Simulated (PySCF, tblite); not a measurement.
**C₄H₁₃NSi₂: geometry, infrared bands and NMR shifts**

Aim: predict the infrared bands and NMR shifts of C₄H₁₃NSi₂ (`[SiH3]N[SiH2]C1CCC1`).

Programs: tblite 0.8.0 and PySCF 2.14.0, with density-fitted response routines of our own. Each step states its level of theory. These are calculated values for one molecule in the gas phase, unless marked as measured. Atoms count from 0, in the outputs and in this text.

## 1. Starting geometry

20 atoms, charge 0, multiplicity 1; geometry from: force field or distance geometry start.

Bonds of the start (Å): Si0–N1 1.78, N1–Si2 1.78, Si2–C3 1.86, C3–C4 1.51, C4–C5 1.52, C5–C6 1.52, C6–C3 1.53, Si0–H7 1.48, Si0–H8 1.48, Si0–H9 1.46, N1–H10 1.04, Si2–H11 1.48, Si2–H12 1.46, C3–H13 1.12, C4–H14 1.10, C4–H15 1.10, C5–H16 1.11, C5–H17 1.09, C6–H18 1.10, C6–H19 1.09.

## 2. Geometry optimisation with GFN2-xTB

Job settings and geometry (Å):

```
{"job": {"kind": "relax", "xc": "GFN2-xTB", "basis": "xTB"}, "charge": 0, "multiplicity": 1}
Si     2.691400     0.324900    -0.095700
N      2.120500    -1.321400     0.272700
Si     0.487800    -1.465200    -0.415500
C     -0.484200    -0.007400     0.194400
C     -1.060100     0.912600    -0.854600
C     -2.176100     1.160200     0.152000
C     -1.942300    -0.290700     0.551100
H      2.635200     0.615500    -1.542800
H      1.894200     1.311200     0.672300
H      4.079000     0.510300     0.310900
H      2.764600    -2.069800    -0.061600
H      0.490100    -1.387300    -1.892600
H     -0.182000    -2.716200    -0.060500
H      0.008300     0.599600     0.992800
H     -0.413600     1.783000    -1.061900
H     -1.382700     0.316500    -1.726100
H     -1.805100     1.818400     0.966200
H     -3.157300     1.377400    -0.271500
H     -2.107600    -0.525900     1.617400
H     -2.465400    -0.935100    -0.159600
```

The run is started by

```console
$ OMP_NUM_THREADS=1 python probes_run.py task.json out
```

One launch serves the whole session: the jobs run in the order shown.

**Question.** This job is followed by: GFN2-xTB harmonic vibrations, gas phase; GIAO PBE0/pcSseg-1 NMR shielding, non-relativistic, gas phase. What will the session give for the following? strongest single infrared mode (GFN2-xTB); zero-point energy (GFN2-xTB); ¹³C shifts against TMS (PBE0/pcSseg-1, means over atoms taken as alike); ¹H shifts against TMS (PBE0/pcSseg-1, means over atoms taken as alike); ²⁹Si shifts against TMS (PBE0/pcSseg-1); ¹⁵N shifts against NH3 (PBE0/pcSseg-1).

As calculated:

| quantity | value |
| --- | --- |
| strongest single infrared mode (GFN2-xTB) | 2198 cm⁻¹, 551 km/mol |
| zero-point energy (GFN2-xTB) | 97.9 kcal/mol |
| ¹³C shifts against TMS (PBE0/pcSseg-1, means over atoms taken as alike) | 22.5, 21.0, 16.7 ppm |
| ¹H shifts against TMS (PBE0/pcSseg-1, means over atoms taken as alike) | 4.87, 4.67, 2.58, 2.25, 2.11, 2.08, 1.85, -0.63 ppm |
| ²⁹Si shifts against TMS (PBE0/pcSseg-1) | -27.7, -57.4 ppm |
| ¹⁵N shifts against NH3 (PBE0/pcSseg-1) | -3.8 ppm |

In words: Over 164 steps the energy fell by 0.989 eV; of the close pairs, Si0–N1 changed most, 1.781 to 1.734 Å. No mode is imaginary among the 54: a minimum at this level. The strongest single mode, at 2198 cm⁻¹, moves mainly H7. GFN2-xTB is a fitted tight-binding method: band positions and strengths are rough. Its intensities can rank the bands wrongly. At PBE0/pcSseg-1: The widest tensor belongs to Si0: span 101 ppm, with a paramagnetic part of -473 ppm.
